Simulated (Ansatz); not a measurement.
# W: a tetragonal deformation path

The task here is to estimate one member of a computed series from the others.

Computed with Ansatz 0.2.0 (DFT LDA, scalar-relativistic, plane waves, PAW, unless a step's input says otherwise).

### The system as given

The structure is cubic, space group Fm-3m (No. 225). The conventional cell has a = 4.060 Å, b = 4.060 Å, c = 4.060 Å, α = 90.00°, β = 90.00°, γ = 90.00°. Around W (site symmetry m-3m) lie 12 W at 2.87 Å.

As a file:

```cif
data_structure
_symmetry_space_group_name_H-M 'P 1'
_symmetry_Int_Tables_number 1
_cell_length_a 2.8709
_cell_length_b 2.8709
_cell_length_c 2.8709
_cell_angle_alpha 60.000
_cell_angle_beta 60.000
_cell_angle_gamma 60.000
_cell_volume 16.73
loop_
_atom_site_label
_atom_site_type_symbol
_atom_site_fract_x
_atom_site_fract_y
_atom_site_fract_z
_atom_site_occupancy
W1 W 0.00000 0.00000 0.00000 1
```

The cell is taken as given, not relaxed at this level.

Set-up of the first run:

input.yaml

```yaml
crystal:
  lattice:
    - [0.0, 2.03, 2.03]
    - [2.03, 0.0, 2.03]
    - [2.03, 2.03, 0.0]
  atoms:
    - { symbol: W, position: [0.0, 0.0, 0.0] }
basis:
  ecutwfc: 420
kpoints:
  mp_grid: { grid: [22, 22, 22] }
hamiltonian:
  xc: lda
scf:
  occupations: { method: gaussian, width: 0.15 }
output:
  forces: true
  stress: true
  eigenvalues: true
```

Run with:

```console
$ ansatz run input.yaml --threads 1 --pin off --max-ram 1228MiB --backend cpu --events-out ev --progress --plain --runs-dir out
```

Steps of the session up to this table: Zero of the scan; ρ = 0.707; Point ρ = 1.414; At ρ = 0.850; Point ρ = 1.200; ρ = 0.780; At ρ = 1.300; Point ρ = 0.920; ρ = 1.100.

One of the session's tables, all rows but one given; the rest of the session is left out.

It belongs to the step «The scan collected». 

| ρ | ΔE (meV/atom) | pressure (GPa) |
| --- | --- | --- |
| 0.707 | -447.8 | -23.1 |
| 0.780 | -364.4 | -22.0 |
| 0.850 | -205.2 | -19.7 |
| 0.920 | -65.8 | -18.2 |
| 1.000 | 0.0 | -17.9 |
| 1.100 | -57.0 | -17.8 |
| 1.200 | -99.9 | -17.0 |
| 1.300 | ? | ? |
| 1.414 | 127.4 | -9.0 |

Q: Estimate the row for ρ = 1.300 from the others.

Worked estimate for «ΔE (meV/atom)». A straight line through the neighbours (1.200, -99.9) and (1.414, 127.4) gives -99.9 + (127.4 + 99.9) × (1.300 − 1.200) / (1.414 − 1.200) = 6.3; a parabola fitted to 3 rows on both sides gives -47.8.

**Answer.** ΔE (meV/atom): -60.2; pressure (GPa): -14.7. In «ΔE (meV/atom)» the line misses by +66.5 and the parabola by +12.4.
